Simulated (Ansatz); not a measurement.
Runs of Ansatz 0.2.0 on AgB2. It takes space group P6/mmm (No. 191, hexagonal). The conventional cell has a = 3.000 Å, b = 3.000 Å, c = 3.240 Å, α = 90.00°, β = 90.00°, γ = 120.00°. Ag (site symmetry 6/mmm) has 12 B at 2.37 Å as nearest neighbours. B (site symmetry -6m2) is surrounded by 3 B at 1.73 Å. 

| level | gap on the mesh (eV) | pressure (GPa) | relaxed volume (Å³/atom) |
| --- | --- | --- | --- |
| revPBE | none | 0.0 | 10.95 |
| BLYP | none | 0.0 | 11.42 |
| PBEsol | none | 0.0 | (a) |
| RPBE | none | 0.0 | 11.03 |

Alike in all rows: task relaxation of cell and atoms; potentials or basis Ansatz PAW; no spin polarisation; cell relaxed; k mesh 10 × 10 × 8; cutoff (eV) 420; smearing fermi-dirac 0.05 eV.

Problem. Estimate the missing entries.

Solution. (a) 10.33.

Caveats: the volume moved by over 15 % at a fixed basis, so the end points are rough; the plane-wave basis is chosen anew once the cell has moved, so the energies of steps on either side of that aren't comparable; the PAW data sets come from PBE, with cores solved anew for the run's functional, which leaves a small shift of forces and pressure.

A k mesh can miss the band edges, and the runs leave out spin-orbit coupling on Ag.

A gap of «none» marks a metal or a gap under the smearing width.

Runs at the PBE level aren't shown here.
